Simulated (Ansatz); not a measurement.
**Cl₃FH₂MoO₂: how energies converge with the basis set**

Aim: see how fast density functionals converge with the basis set for Cl₃FH₂MoO₂.

Computed with Ansatz 0.2.0, Gaussian basis. Level: one geometry, several basis sets.

The runs, in order: PBE0-D4/def2-SVP; ωB97M-V/def2-SVP; PBE0-D4/def2-QZVPP; ωB97M-V/def2-QZVPP; the functionals' def2-TZVPP values are taken from earlier runs.

2 further runs of the same task are left out: 2 for a known fault of the program. Runs told in other sessions of the task aren't counted.

## (1) Structure used throughout

The geometry comes from an earlier relaxation with PBE0-D4 in a triple-zeta def2 set; it is a stationary point, not always the lowest conformer. Mo takes the def2 core potential; no spin-orbit term is included.

SMILES `[OH][Mo]([OH])([F])([Cl])([Cl])[Cl]`, 9 atoms, charge 0, spin multiplicity 1.

Atoms are counted from 1 here; the program's logs count them from 0.

Bond lengths: O1–Mo2 1.846 Å, O1–H8 0.966 Å, Mo2–O3 1.844 Å, Mo2–F4 1.875 Å, Mo2–Cl5 2.348 Å, Mo2–Cl6 2.263 Å, Mo2–Cl7 2.280 Å, O3–H9 0.965 Å. Angles: Mo2–O1–H8 121.2°, O1–Mo2–O3 95.3°, O1–Mo2–F4 81.1°, O1–Mo2–Cl5 167.5°, O1–Mo2–Cl6 90.8°, O1–Mo2–Cl7 99.9°, O3–Mo2–F4 94.3°, O3–Mo2–Cl5 80.9°, O3–Mo2–Cl6 91.9°, O3–Mo2–Cl7 164.7°, F4–Mo2–Cl5 87.2°, F4–Mo2–Cl6 170.3°, F4–Mo2–Cl7 87.6°, Cl5–Mo2–Cl6 101.2°, Cl5–Mo2–Cl7 84.0°, Cl6–Mo2–Cl7 88.5°, Mo2–O3–H9 122.8°.

Geometry (Å):

```mol
Cl3FH2MoO2
  3D, bonds by distance, orders not assigned

  9  8  0  0  0  0  0  0  0  0999 V2000
   -1.4336   -1.0716    0.0976 O   0  0
   -0.1039    0.2041   -0.0068 Mo  0  0
    1.1021   -0.8764   -0.8886 O   0  0
    0.2958   -0.4930    1.6872 F   0  0
    1.8162    1.5367    0.2138 Cl  0  0
   -0.9514    0.9753   -1.9581 Cl  0  0
   -1.1372    1.9365    1.0561 Cl  0  0
   -1.5066   -1.6560    0.8632 H   0  0
    2.0072   -0.6019   -1.0814 H   0  0
  1  2  8  0
  2  3  8  0
  2  4  8  0
  2  5  8  0
  2  6  8  0
  2  7  8  0
  1  8  8  0
  3  9  8  0
M  END
```

## (2) PBE0-D4 in def2-SVP

in.yaml reads:

```yaml
crystal:
  periodic: [false, false, false]
  atoms:
    - {symbol: O, position_ang: [-1.433615, -1.071619, 0.097576]}
    - {symbol: Mo, position_ang: [-0.103914, 0.204058, -0.006829]}
    - {symbol: O, position_ang: [1.102062, -0.876442, -0.888630]}
    - {symbol: F, position_ang: [0.295760, -0.492969, 1.687199]}
    - {symbol: Cl, position_ang: [1.816182, 1.536704, 0.213842]}
    - {symbol: Cl, position_ang: [-0.951394, 0.975295, -1.958060]}
    - {symbol: Cl, position_ang: [-1.137212, 1.936521, 1.056102]}
    - {symbol: H, position_ang: [-1.506604, -1.655970, 0.863195]}
    - {symbol: H, position_ang: [2.007234, -0.601879, -1.081396]}
basis:
  gaussian: {orbitals: def2-SVP}
hamiltonian: {xc: pbe0, dispersion: d4}
output: {orbitals: {seedname: orbitals}}
```

Command:

```bash
ansatz run in.yaml --threads 4 --pin off --events-out ev --progress --plain --max-ram 11315MiB
```

The runs that follow: ωB97M-V in def2-SVP; PBE0-D4 in def2-QZVPP; ωB97M-V in def2-QZVPP.

Before running them: what should the planned runs give, taken together? Wanted: PBE0-D4: double and triple zeta above quadruple; ωB97M-V: double and triple zeta above quadruple.

As calculated:

| quantity | value |
| --- | --- |
| PBE0-D4: double and triple zeta above quadruple | 23.72, 1.61 eV |
| ωB97M-V: double and triple zeta above quadruple | 23.67, 1.55 eV |

In words: For PBE0-D4 the step from double to triple zeta gains 22.11 eV and the next only 1.61 eV. Total energies overstate the basis error of differences, where much of it tends to cancel.
